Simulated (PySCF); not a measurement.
# MoF₅: one geometry, several methods

How much do the numbers for MoF₅ (doublet) hang on the method? All levels run at one geometry, the PBE0 minimum.

The runs use PySCF 2.14.0; several methods, basis Mo def2-SVP with ECP28, F def2-SVP, scalar-relativistic core potentials, no spin–orbit coupling, density fitting.

## (1) The system as given

6 atoms, charge 0, spin multiplicity 2.

Bond lengths: Mo1–F2 1.861 Å, Mo1–F3 1.861 Å, Mo1–F4 1.793 Å, Mo1–F5 1.808 Å, Mo1–F6 1.808 Å. Angles: F2–Mo1–F3 180.0°, F2–Mo1–F4 90.0°, F2–Mo1–F5 90.0°, F2–Mo1–F6 90.0°, F3–Mo1–F4 90.0°, F3–Mo1–F5 90.0°, F3–Mo1–F6 90.0°, F4–Mo1–F5 125.0°, F4–Mo1–F6 125.0°, F5–Mo1–F6 110.0°.

Coordinates in bohr (charge 0 multiplicity 2):
```
Mo    0.0522    0.0000    0.0000
F     0.0518    0.0000    3.5163
F     0.0518    0.0000   -3.5163
F     3.4399    0.0000    0.0000
F    -1.9070    2.7998    0.0000
F    -1.9070   -2.7998    0.0000
```

## (2) PBE0

The steps are one call of a driver around PySCF; scf.py gives each level's set-up. Each SCF starts from the density of the minimum. The driver also runs the species with one electron less or more at the same geometry (one less: multiplicity 1, one more: multiplicity 3); their logs are not shown.

scf.py reads:

```python
from pyscf import gto, scf, dft
mol = gto.M(atom='''
Mo     0.027628     0.000000    -0.000000
F      0.027429     0.000000     1.860733
F      0.027428     0.000000    -1.860733
F      1.820300     0.000000    -0.000001
F     -1.009154     1.481583     0.000000
F     -1.009154    -1.481583     0.000000''',
    basis={'Mo': 'def2-SVP', 'F': 'def2-SVP'},
    ecp={'Mo': 'def2-SVP'},
    charge=0, spin=1)
mf = dft.UKS(mol, xc='PBE0')
mf.grids.atom_grid = (99, 590)
aux = {'Mo': 'def2-universal-JKFIT', 'F': 'def2-universal-JKFIT'}
mf = mf.density_fit(auxbasis=aux)
mf.kernel()
```

The program printed:

```text
init E= -566.714381864744
[... the frontier-level lines of each cycle are left out ...]
cycle= 1 E= -566.714381867322  delta_E= -2.58e-09  |g|= 7.23e-05  |ddm|= 0.000119
cycle= 2 E= -566.714381861304  delta_E= 6.02e-09  |g|= 0.000148  |ddm|= 0.000129
cycle= 3 E= -566.714381869021  delta_E= -7.72e-09  |g|= 1.19e-05  |ddm|= 9.52e-05
cycle= 4 E= -566.714381869066  delta_E= -4.48e-11  |g|= 6.04e-06  |ddm|= 1.27e-05
Extra cycle  E= -566.714381869021  delta_E= 4.43e-11  |g|= 1.27e-05  |ddm|= 1.22e-05
converged SCF energy = -566.714381869021  <S^2> = 0.75293215  2S+1 = 2.00293
```

This level, with the species of one electron less or more, took 8.5 s on 8 threads, shared host.

* energy: -566.714382 Eh
* one electron less (charge +1): -566.324142 Eh (singlet, ⟨S²⟩ 0.00)
* one electron more (charge -1): -566.800157 Eh (triplet, ⟨S²⟩ 2.00)
* Mulliken charge of Mo1: +1.56 e

## (3) HF

Changes to scf.py since step 2:

```diff
@@ -12,2 +12 @@
-mf = dft.UKS(mol, xc='PBE0')
-mf.grids.atom_grid = (99, 590)
+mf = scf.UHF(mol)
```

The program printed:

```text
init E= -564.361059192113
[... the frontier-level lines of each cycle are left out ...]
cycle= 1 E= -564.409738088022  delta_E= -0.0487  |g|= 0.195  |ddm|= 0.424
cycle= 2 E= -564.414566883831  delta_E= -0.00483  |g|= 0.155  |ddm|= 0.288
cycle= 3 E= -564.423823093983  delta_E= -0.00926  |g|= 0.0203  |ddm|= 0.116
cycle= 4 E= -564.424054002132  delta_E= -0.000231  |g|= 0.0061  |ddm|= 0.0198
cycle= 5 E= -564.424096858743  delta_E= -4.29e-05  |g|= 0.00216  |ddm|= 0.0107
cycle= 6 E= -564.424104881866  delta_E= -8.02e-06  |g|= 0.00121  |ddm|= 0.00459
cycle= 7 E= -564.424106419393  delta_E= -1.54e-06  |g|= 0.000457  |ddm|= 0.00194
cycle= 8 E= -564.424106856384  delta_E= -4.37e-07  |g|= 0.000205  |ddm|= 0.0012
cycle= 9 E= -564.424106965229  delta_E= -1.09e-07  |g|= 7.92e-05  |ddm|= 0.000709
cycle= 10 E= -564.424106974259  delta_E= -9.03e-09  |g|= 3.56e-05  |ddm|= 0.000182
cycle= 11 E= -564.424106975911  delta_E= -1.65e-09  |g|= 1.15e-05  |ddm|= 7.67e-05
cycle= 12 E= -564.424106976177  delta_E= -2.66e-10  |g|= 3.91e-06  |ddm|= 3.09e-05
Extra cycle  E= -564.424106976194  delta_E= -1.71e-11  |g|= 2.48e-06  |ddm|= 5.07e-06
converged SCF energy = -564.424106976194  <S^2> = 0.75647972  2S+1 = 2.0064693
```

This level, with the species of one electron less or more, took 1.8 s.

| Property | Result |
| --- | --- |
| energy | -564.424107 Eh |
| one electron less (charge +1) | -563.954266 Eh (singlet, ⟨S²⟩ 0.00) |
| one electron more (charge -1) | -564.566485 Eh (triplet, ⟨S²⟩ 2.01) |
| Mulliken charge of Mo1 | +2.34 e |

## (4) MP2

Changes to scf.py since step 3:

```diff
@@ -15,0 +16,2 @@
+from pyscf.mp import dfump2
+dfump2.DFUMP2(mf, frozen=5).kernel()  # the driver gives MP2 a fitting basis of its own (RI)
```

The program printed:

```text
init E= -564.361059192113
[... the frontier-level lines of each cycle are left out ...]
cycle= 1 E= -564.409738088022  delta_E= -0.0487  |g|= 0.195  |ddm|= 0.424
cycle= 2 E= -564.41456688383  delta_E= -0.00483  |g|= 0.155  |ddm|= 0.288
cycle= 3 E= -564.423823093982  delta_E= -0.00926  |g|= 0.0203  |ddm|= 0.116
cycle= 4 E= -564.424054002131  delta_E= -0.000231  |g|= 0.0061  |ddm|= 0.0198
cycle= 5 E= -564.424096858744  delta_E= -4.29e-05  |g|= 0.00216  |ddm|= 0.0107
cycle= 6 E= -564.424104881866  delta_E= -8.02e-06  |g|= 0.00121  |ddm|= 0.00459
cycle= 7 E= -564.424106419392  delta_E= -1.54e-06  |g|= 0.000457  |ddm|= 0.00194
cycle= 8 E= -564.424106856384  delta_E= -4.37e-07  |g|= 0.000205  |ddm|= 0.0012
cycle= 9 E= -564.424106965228  delta_E= -1.09e-07  |g|= 7.92e-05  |ddm|= 0.000709
cycle= 10 E= -564.424106974259  delta_E= -9.03e-09  |g|= 3.56e-05  |ddm|= 0.000182
cycle= 11 E= -564.42410697591  delta_E= -1.65e-09  |g|= 1.15e-05  |ddm|= 7.67e-05
cycle= 12 E= -564.424106976179  delta_E= -2.69e-10  |g|= 3.91e-06  |ddm|= 3.09e-05
Extra cycle  E= -564.424106976194  delta_E= -1.49e-11  |g|= 2.48e-06  |ddm|= 5.07e-06
converged SCF energy = -564.424106976194  <S^2> = 0.75647972  2S+1 = 2.0064693
```

This level, with the species of one electron less or more, took 2.1 s.

| Item | Value |
| --- | --- |
| energy | -565.727836 Eh |
| one electron less (charge +1) | -565.376411 Eh (singlet, ⟨S²⟩ 0.00) |
| one electron more (charge -1) | -565.801233 Eh (triplet, ⟨S²⟩ 2.01) |
| MP2 correlation in its own fitting basis (same spin, opposite spin) | -1.30373 Eh (-0.38463, -0.91910) |

## (5) PBE

Changes to scf.py since step 4:

```diff
@@ -12 +12,2 @@
-mf = scf.UHF(mol)
+mf = dft.UKS(mol, xc='PBE')
+mf.grids.atom_grid = (99, 590)
@@ -16,2 +16,0 @@
-from pyscf.mp import dfump2
-dfump2.DFUMP2(mf, frozen=5).kernel()  # the driver gives MP2 a fitting basis of its own (RI)
```

The program printed:

```text
init E= -566.788831287777
[... the frontier-level lines of each cycle are left out ...]
cycle= 1 E= -566.761455191421  delta_E= 0.0274  |g|= 0.288  |ddm|= 0.306
cycle= 2 E= -566.515637605576  delta_E= 0.246  |g|= 0.803  |ddm|= 0.777
cycle= 3 E= -566.795928769445  delta_E= -0.28  |g|= 0.0402  |ddm|= 0.565
cycle= 4 E= -566.796308891406  delta_E= -0.00038  |g|= 0.0259  |ddm|= 0.0518
cycle= 5 E= -566.79647905295  delta_E= -0.00017  |g|= 0.0167  |ddm|= 0.0229
cycle= 6 E= -566.796591125709  delta_E= -0.000112  |g|= 0.00121  |ddm|= 0.0119
cycle= 7 E= -566.796591709938  delta_E= -5.84e-07  |g|= 0.000395  |ddm|= 0.000868
cycle= 8 E= -566.796591767615  delta_E= -5.77e-08  |g|= 7.13e-05  |ddm|= 0.000296
cycle= 9 E= -566.796591769492  delta_E= -1.88e-09  |g|= 1.21e-05  |ddm|= 5.1e-05
cycle= 10 E= -566.796591769544  delta_E= -5.16e-11  |g|= 3.15e-06  |ddm|= 9.13e-06
Extra cycle  E= -566.796591769517  delta_E= 2.71e-11  |g|= 9.47e-06  |ddm|= 9.09e-06
converged SCF energy = -566.796591769517  <S^2> = 0.75199883  2S+1 = 2.0019978
```

This level, with the species of one electron less or more, took 14 s.

```
energy                        : -566.796592 Eh
one electron less (charge +1) : -566.449103 Eh (singlet, ⟨S²⟩ 0.00)
one electron more (charge -1) : -566.847156 Eh (triplet, ⟨S²⟩ 2.00)
Mulliken charge of Mo1        : +1.25 e
```

## (6) r2SCAN

Changes to scf.py since step 5:

```diff
@@ -12 +12 @@
-mf = dft.UKS(mol, xc='PBE')
+mf = dft.UKS(mol, xc='R2SCAN')
```

The program printed:

```text
init E= -567.053495255572
[... the frontier-level lines of each cycle are left out ...]
cycle= 1 E= -567.051498552188  delta_E= 0.002  |g|= 0.0982  |ddm|= 0.133
cycle= 2 E= -567.020493188117  delta_E= 0.031  |g|= 0.285  |ddm|= 0.283
cycle= 3 E= -567.055855836321  delta_E= -0.0354  |g|= 0.016  |ddm|= 0.199
cycle= 4 E= -567.055955550281  delta_E= -9.97e-05  |g|= 0.00344  |ddm|= 0.0155
cycle= 5 E= -567.055958452562  delta_E= -2.9e-06  |g|= 0.0021  |ddm|= 0.00298
cycle= 6 E= -567.055960213154  delta_E= -1.76e-06  |g|= 0.000194  |ddm|= 0.00137
cycle= 7 E= -567.055960228808  delta_E= -1.57e-08  |g|= 6.51e-05  |ddm|= 0.000163
cycle= 8 E= -567.055960230273  delta_E= -1.47e-09  |g|= 2.02e-05  |ddm|= 5.58e-05
cycle= 9 E= -567.055960230468  delta_E= -1.95e-10  |g|= 4.46e-06  |ddm|= 1.91e-05
Extra cycle  E= -567.055960230473  delta_E= -4.21e-12  |g|= 4.92e-06  |ddm|= 6.53e-06
converged SCF energy = -567.055960230473  <S^2> = 0.7536326  2S+1 = 2.0036293
```

This level, with the species of one electron less or more, took 27 s on 8 threads, shared host.

```
energy                        : -567.055960 Eh
one electron less (charge +1) : -566.687886 Eh (singlet, ⟨S²⟩ 0.00)
one electron more (charge -1) : -567.125978 Eh (triplet, ⟨S²⟩ 2.01)
Mulliken charge of Mo1        : +1.49 e
```

## (7) B3LYP

Changes to scf.py since step 6:

```diff
@@ -12 +12 @@
-mf = dft.UKS(mol, xc='R2SCAN')
+mf = dft.UKS(mol, xc='B3LYP')
```

The program printed:

```text
init E= -567.224727379565
[... the frontier-level lines of each cycle are left out ...]
cycle= 1 E= -567.22551913531  delta_E= -0.000792  |g|= 0.0279  |ddm|= 0.0642
cycle= 2 E= -567.225050469326  delta_E= 0.000469  |g|= 0.0467  |ddm|= 0.0386
cycle= 3 E= -567.225684817775  delta_E= -0.000634  |g|= 0.0123  |ddm|= 0.0323
cycle= 4 E= -567.225756254945  delta_E= -7.14e-05  |g|= 0.000787  |ddm|= 0.0108
cycle= 5 E= -567.225756380747  delta_E= -1.26e-07  |g|= 0.000686  |ddm|= 0.000843
cycle= 6 E= -567.225756572704  delta_E= -1.92e-07  |g|= 6.8e-05  |ddm|= 0.000533
cycle= 7 E= -567.225756577412  delta_E= -4.71e-09  |g|= 6.18e-05  |ddm|= 0.00015
cycle= 8 E= -567.225756578881  delta_E= -1.47e-09  |g|= 2.44e-05  |ddm|= 5.99e-05
cycle= 9 E= -567.225756579158  delta_E= -2.76e-10  |g|= 3.64e-06  |ddm|= 2.44e-05
Extra cycle  E= -567.22575657916  delta_E= -2.5e-12  |g|= 3.3e-06  |ddm|= 6.09e-06
converged SCF energy = -567.22575657916  <S^2> = 0.75233889  2S+1 = 2.0023375
```

This level, with the species of one electron less or more, took 15 s.

| Property | Result |
| --- | --- |
| energy | -567.225757 Eh |
| one electron less (charge +1) | -566.841812 Eh (singlet, ⟨S²⟩ 0.00) |
| one electron more (charge -1) | -567.305430 Eh (triplet, ⟨S²⟩ 2.00) |
| Mulliken charge of Mo1 | +1.47 e |

## (8) TPSSh

Changes to scf.py since step 7:

```diff
@@ -12 +12 @@
-mf = dft.UKS(mol, xc='B3LYP')
+mf = dft.UKS(mol, xc='TPSSH')
```

The program printed:

```text
init E= -567.177571576169
[... the frontier-level lines of each cycle are left out ...]
cycle= 1 E= -567.177386764925  delta_E= 0.000185  |g|= 0.0578  |ddm|= 0.0904
cycle= 2 E= -567.168371330424  delta_E= 0.00902  |g|= 0.158  |ddm|= 0.159
cycle= 3 E= -567.178886986541  delta_E= -0.0105  |g|= 0.00949  |ddm|= 0.109
cycle= 4 E= -567.178920503215  delta_E= -3.35e-05  |g|= 0.00215  |ddm|= 0.00886
cycle= 5 E= -567.17892188502  delta_E= -1.38e-06  |g|= 0.000921  |ddm|= 0.00161
cycle= 6 E= -567.178922217207  delta_E= -3.32e-07  |g|= 0.00021  |ddm|= 0.000638
cycle= 7 E= -567.178922228969  delta_E= -1.18e-08  |g|= 0.00015  |ddm|= 0.000223
cycle= 8 E= -567.178922237849  delta_E= -8.88e-09  |g|= 3.25e-05  |ddm|= 0.000126
cycle= 9 E= -567.178922238478  delta_E= -6.28e-10  |g|= 3.54e-06  |ddm|= 4.1e-05
Extra cycle  E= -567.178922238477  delta_E= 7.96e-13  |g|= 4.07e-06  |ddm|= 5.82e-06
converged SCF energy = -567.178922238477  <S^2> = 0.75266047  2S+1 = 2.0026587
```

This level, with the species of one electron less or more, took 24 s.

* energy: -567.178922 Eh
* one electron less (charge +1): -566.807939 Eh (singlet, ⟨S²⟩ 0.00)
* one electron more (charge -1): -567.248249 Eh (triplet, ⟨S²⟩ 2.00)
* Mulliken charge of Mo1: +1.49 e

## (9) Comparison of the levels

| level | atomisation energy (kJ/mol) | vertical ionisation energy (eV) | vertical electron affinity (eV) | −ε(HOMO) (eV) | gap (eV) | dipole (D) | wall time |
| --- | --- | --- | --- | --- | --- | --- | --- |
| PBE0 | 2328 | 10.62 | 2.33 | 8.06 | 3.12 | 0.62 | 8.5 s |
| HF | 1205 | 12.79 | 3.87 | 14.51 | 12.59 | 0.78 | 1.8 s |
| MP2 | – | 9.56 | 2.00 | – | – | – | 2.1 s |
| PBE | 2615 | 9.46 | 1.38 | 5.55 | 0.25 | 0.56 | 14 s |
| r2SCAN | – | 10.02 | 1.91 | 6.28 | 0.65 | 0.60 | 27 s |
| B3LYP | 2421 | 10.45 | 2.17 | 7.62 | 2.57 | 0.61 | 15 s |
| TPSSh | 2427 | 10.09 | 1.89 | 6.83 | 1.64 | 0.61 | 24 s |

Times are for 8 threads, shared host; PBE0 starts from its own converged density, so its time is not comparable. A dash stands where a species or a free atom was not run at that level, or the quantity is not defined.

Atomisation goes to high-spin atoms in their ground configurations, run at the same level, without zero-point energy.

## (10) Outcome

```
                         quantity                           value
        atomisation energy, range  1205 (HF) to 2615 (PBE) kJ/mol
vertical ionisation energy, range     9.46 (PBE) to 12.79 (HF) eV
vertical electron affinity, range      1.38 (PBE) to 3.87 (HF) eV
               orbital gap, range     0.25 (PBE) to 12.59 (HF) eV
```

The atomisation energy spreads over 1411 kJ/mol, from HF to PBE; without a CCSD(T) value for it there is no yardstick here. Without diffuse functions electron affinities tend to come out too low. Open d and f shells are described by one determinant, and the ground state may have another occupation or spin.
